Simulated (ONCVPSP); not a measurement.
# Carbon: generating and testing an ONCV potential

Task: generate the file, and judge it by its errors in other configurations, its logarithmic derivatives, its ghosts and its cutoff.

The numbers are computed with ONCVPSP 4.0.1 (LDA (Perdew-Zunger), scalar-relativistic, spin-unpolarised reference atom).

## (1) Settings

Typed settings, in words:

| Item | Value |
| --- | --- |
| element | carbon (C, Z = 6) |
| type | optimised norm-conserving Vanderbilt (ONCV) |
| frozen core | [He] |
| valence charge | 4 |
| reference configuration | 2s2 2p1 (charge +1) |
| partial waves | 2s: rc 1.15 bohr, ncon 4, nbas 8, qcut 7.1 1/bohr, 2 projectors, debl 1.7 Ha; 2p: rc 2.50 bohr, ncon 4, nbas 7, qcut 6 1/bohr, 2 projectors, debl 0.4 Ha; d scattering state at 0.09 Ha: rc 2.65 bohr, ncon 5, nbas 9, qcut 3.6 1/bohr, 2 projectors, debl 1.9 Ha |
| local potential | polynomial inside 1.15 bohr (lpopt 5, dvloc0 4 Ha) |
| core correction | Teter function, fcfact 2.25, rcfact 1.7 |

An earlier all-electron run gives the scale for the radii.

All-electron outer shells of the reference configuration (LDA (Perdew-Zunger), scalar-relativistic, ld1.x):

```tsv
shell	level (eV)	outermost node (bohr)	outermost maximum (bohr)
1s	-285.83	–	0.18
2s	-25.61	0.38	1.17
2p	-17.12	–	1.10
```

## (2) Generation

The input, C.dat:

```
# ATOM AND REFERENCE CONFIGURATION
# atsym  z   nc   nv     iexc    psfile
  C 6.00    1    2        3      upf
#
#   n    l    f
    1    0    2.00
    2    0    2.00
    2    1    1.00
#
# PSEUDOPOTENTIAL AND OPTIMIZATION
# lmax
    2
#
#   l,   rc,      ep,       ncon, nbas, qcut
    0    1.15    0.00    4    8    7.10
    1    2.50    0.00    4    7    6.00
    2    2.65    0.09    5    9    3.60
#
# LOCAL POTENTIAL
# lloc, lpopt,  rc(5),   dvloc0
    4    5    1.15    4.00
#
# VANDERBILT-KLEINMAN-BYLANDER PROJECTORs
# l, nproj, debl
    0    2    1.70
    1    2    0.40
    2    2    1.90
#
# MODEL CORE CHARGE
# icmod, fcfact, rcfact
    3    2.25    1.70
#
# LOG DERIVATIVE ANALYSIS
# epsh1, epsh2, depsh
   -2.00    5.00    0.02
#
# OUTPUT GRID
# rlmax, drl
    6.00    0.01
#
# TEST CONFIGURATIONS
# ncnf
    4
# nvcnf
#   n    l    f
    2
    2    0    2.00
    2    1    2.00
#
    2
    2    0    2.00
    2    1    0.00
#
    2
    2    0    1.00
    2    1    0.00
#
    2
    2    0    1.00
    2    1    3.00
#
```

On the command line:

```bash
oncvpsp.x < C.dat > C.out
```

Before running it: what results should come out? Wanted: cutoffs for 1 and 0.1 mHa per electron, occupied waves; bound ghosts; GHOST(+) flags; largest test error; largest phase difference near zero energy, channels read; rms error of d²Exc/dn², without and with the model core; projector energies reset by the program.

As calculated:

| quantity | value |
| --- | --- |
| cutoffs for 1 and 0.1 mHa per electron, occupied waves | 20 Ha and 27 Ha |
| bound ghosts | d at -0.85 eV |
| GHOST(+) flags | none at low energy |
| largest test error (AE − PS) | +593 meV, for 2s1 2p0 |
| largest phase difference near zero energy, channels read | 3.142 rad |
| rms error of d²Exc/dn², without and with the model core | 4.49 and 1.49 mHa |
| projector energies reset by the program | p: -0.629, 0.250 Ha |

**Reading.** It has a bound ghost (d), a state that the atom doesn't have, and that rules the file out. The worst unpolarised test, 2s1 2p0, is off by 593 meV on 72.2 eV; by total energies transferability rates as poor. That test lies far up in energy; among those under 40 eV, nearer to bonding, the largest error is 245 meV. By its cutoff, 20 Ha for the looser tolerance, it is of middling hardness. At the looser tolerance the 2s wave is the slowest; 2p needs 11 Ha. Near zero energy the largest phase difference among the channels read is 3.14 rad, in the d channel. A step near π is an extra or missing state, not a misfit of shape. The pseudo curves have a pole with no partner nearby in the atom's: d at -0.03 Ha. These are tests on the free atom; a crystal test is still owed.
